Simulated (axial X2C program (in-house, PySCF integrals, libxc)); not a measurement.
**EuF⁺: the levels of the configuration f6 s1**

Which Ω levels does EuF⁺ have in the configuration f6 s1, and how far apart?

The runs use an in-house X2C program for linear molecules on PySCF integrals; two-component X2C, average-of-configuration Hartree–Fock and CI in the open shells.

All values are calculated.

## (1) Input

File task.json:

```json
{"zs": [63, 9], "q": 1, "bas": ["dyall-v3z", "dyall-v3z"], "r0": 2.17, "metal": 0, "shells": [[3, [0, 1, 2, 3], 6], [0, [0], 1]], "fix": 0, "emax": 2.2, "nroots": 4}
```

Keys: zs atomic numbers; q charge; bas basis sets; r0 starting distance in Å; metal index of the metal atom; shells open shells as [l, |m| values, electrons]; fix electron count of the first shell held; emax energy window in eV; nroots roots for each Ω.

On the command line:

```console
$ python soci.py task.json out
```

Two-component X2C with atomic mean-field Coulomb and Gaunt terms, basis Eu dyall-v3z, F dyall-v3z (cores contracted in-house). Orbitals come from Hartree–Fock averaged over the configuration Eu f6 s1; CI then distributes these electrons over the f, s shells of Eu.

## (2) CI at R = 1.939 Å

What does the calculation give? Wanted: lowest level of the model; next level; lowest curve, Re and ωe.

As calculated:

```
                 quantity                           value
lowest level of the model  Ω = 1/2, g∥ = 2.13, 100% f6 s1
               next level        Ω = 3/2, 238 cm⁻¹ higher
  lowest curve, Re and ωe             1.943 Å, 659.7 cm⁻¹
```

In the lowest level ⟨Sz⟩ = 0.57 and ⟨Lz⟩ = -0.07; its leading determinant has weight 0.06 among 1101. From 1.939 to 1.871 Å the gap from the lowest to the fifth level goes from 1506 to 1570 cm⁻¹. Without dynamic correlation distances can be off by several hundredths of an Å, and the wavenumbers are rough. There is no dynamic correlation: spin–orbit spacings and, for f shells, spacings inside one term are the most reliable numbers, splittings between terms come out too wide, and energies between configurations are not reliable, so the lowest level need not be the ground state of the molecule. At most 4 roots were kept for each Ω > 0 (twice that for Ω = 0) within 2.2 eV of the lowest, so higher up levels can be missing between those listed; levels with Ω > 0 are doubly degenerate and listed once, Ω = 0 levels singly.
